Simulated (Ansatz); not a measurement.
What does this script print? It uses the Python package of Ansatz (0.2.0).

Contents of `ch4albrs.xyz`:
```text
8

C    -0.09190    1.25700   -0.14950
Al   -0.38900   -0.67000   -0.00360
S     0.78200   -1.83490    1.50960
Br   -1.84850   -1.77870   -1.42320
H    -0.80350    1.68660   -0.97560
H    -0.39510    1.80000    0.80340
H     0.94270    1.52460   -0.41460
H     1.89550   -2.04180    0.59780
```

`ch4albrs_field.py`:
```python
"""Response of CH4AlBrS to a pair of distant point charges."""

import ansatz as az
import numpy as np

molecule = az.Crystal.molecule_from_extxyz("ch4albrs.xyz")

model = molecule.calculation()
model = model.basis(gaussian="def2-SVPD").functional("cam_b3lyp")
model = model.forces()
# charges +q and -q at -R and +R make a nearly even field 2 k q / R^2 at the centre
centre = np.mean([site.position_ang for site in molecule.cartesian_sites], axis=0)
field = 2 * 14.399645 * 2.0 / 30.0 ** 2


def dipole(axis, sign):
    arm = 30.0 * np.eye(3)[axis]
    pair = [{"charge": sign * 2.0, "position_ang": (centre - arm).tolist()}, {"charge": -sign * 2.0, "position_ang": (centre + arm).tolist()}]
    deck = model.input().set(az.key.basis.gaussian.point_charges, pair)
    return np.array(az.Session.from_dict(deck).plan().execute().report["charge_distribution"]["dipole_moment_e_ang"])


print(f"field {field:.4f} V/A")
alpha = np.array([(dipole(axis, 1) - dipole(axis, -1)) / (2 * field) * 14.399645 for axis in range(3)])
print("polarisability tensor (A^3)")
print(np.array2string(alpha, precision=3, suppress_small=True))
print(f"mean {np.trace(alpha) / 3:.3f} A^3 = {np.trace(alpha) / 3 / 0.14818471:.2f} bohr^3")
```

Running `python ch4albrs_field.py` prints:
```text
field 0.0640 V/A
polarisability tensor (A^3)
[[12.263  0.246  2.117]
 [ 0.239 13.09  -0.107]
 [ 2.119 -0.101 12.272]]
mean 12.542 A^3 = 84.64 bohr^3
```

The geometry is a force-field or estimated start, not a minimum of this method, and the basis set is short of its limit. The field of two point charges is only nearly even. Hardware and time: 53 s on 1 thread of Arm Neoverse V2 (shared host), peak memory 0.53 GiB.

(Lines on the test bed's own set-up are left out of the output.)
